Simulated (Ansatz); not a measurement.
**CH₅FOSn: how energies converge with the basis set**

An exercise on one series of results from a longer session: the logs are not shown, and one member is left open.

Program: Ansatz 0.2.0, Gaussian basis. Level of theory: one geometry, several basis sets. These are calculated values, not measurements.

Levels to be run: PBE0-D4/def2-SVP; ωB97M-V/def2-SVP; PBE0-D4/def2-QZVPP; ωB97M-V/def2-QZVPP; the functionals' def2-TZVPP values are taken from earlier runs.

### The geometry

An earlier PBE0-D4 in a triple-zeta def2 set relaxation fixed the geometry. Sn takes the def2 core potential; no spin-orbit term is included.

9 atoms, charge 0, spin multiplicity 1.

Atoms are counted from 1 here; the program's logs count them from 0.

Bond lengths: C1–Sn2 2.120 Å, C1–H5 1.090 Å, C1–H6 1.090 Å, C1–H7 1.090 Å, Sn2–O3 1.954 Å, Sn2–F4 1.928 Å, Sn2–H8 1.697 Å, O3–H9 0.960 Å. Angles: Sn2–C1–H5 109.8°, Sn2–C1–H6 110.0°, Sn2–C1–H7 108.7°, H5–C1–H6 109.6°, H5–C1–H7 109.3°, H6–C1–H7 109.6°, C1–Sn2–O3 112.2°, C1–Sn2–F4 104.4°, C1–Sn2–H8 121.5°, O3–Sn2–F4 104.6°, O3–Sn2–H8 105.6°, F4–Sn2–H8 107.3°, Sn2–O3–H9 113.8°.

The first run:

Input file in.yaml:

```yaml
crystal:
  periodic: [false, false, false]
  atoms:
    - {symbol: C, position_ang: [-0.347994, 1.320947, -0.172624]}
    - {symbol: Sn, position_ang: [-0.271250, -0.757404, 0.237590]}
    - {symbol: O, position_ang: [1.527366, -1.346429, 0.725032]}
    - {symbol: F, position_ang: [-0.613225, -1.596039, -1.464583]}
    - {symbol: H, position_ang: [-1.361651, 1.603433, -0.455791]}
    - {symbol: H, position_ang: [-0.043615, 1.885398, 0.708534]}
    - {symbol: H, position_ang: [0.329757, 1.539128, -0.997562]}
    - {symbol: H, position_ang: [-1.308705, -1.477022, 1.371819]}
    - {symbol: H, position_ang: [2.177715, -1.218411, 0.030588]}
basis:
  gaussian: {orbitals: def2-SVP}
hamiltonian: {xc: pbe0, dispersion: d4}
output: {orbitals: {seedname: orbitals}}
```

Steps of the session up to this table: PBE0-D4 in def2-SVP; ωB97M-V in def2-SVP; PBE0-D4 in def2-QZVPP; ωB97M-V in def2-QZVPP.

One table of the session follows, with a row left open; its other results are not shown here.

It belongs to the step «Density functionals: the series». 

| functional | basis | HOMO (eV) | LUMO (eV) |
| --- | --- | --- | --- |
| PBE0-D4 | def2-SVP | -8.29 | -0.03 |
| PBE0-D4 | def2-TZVPP | -8.50 | -0.41 |
| PBE0-D4 | def2-QZVPP | -8.54 | -0.57 |
| ωB97M-V | def2-SVP | -10.58 | 1.92 |
| ωB97M-V | def2-TZVPP | ? | ? |
| ωB97M-V | def2-QZVPP | -10.82 | 0.91 |

Estimate the missing values for ωB97M-V, def2-TZVPP.

The run gave: HOMO (eV): -10.79; LUMO (eV): 1.30. In the column «HOMO (eV)» it lies between ωB97M-V, def2-QZVPP (-10.82) and ωB97M-V, def2-SVP (-10.58).
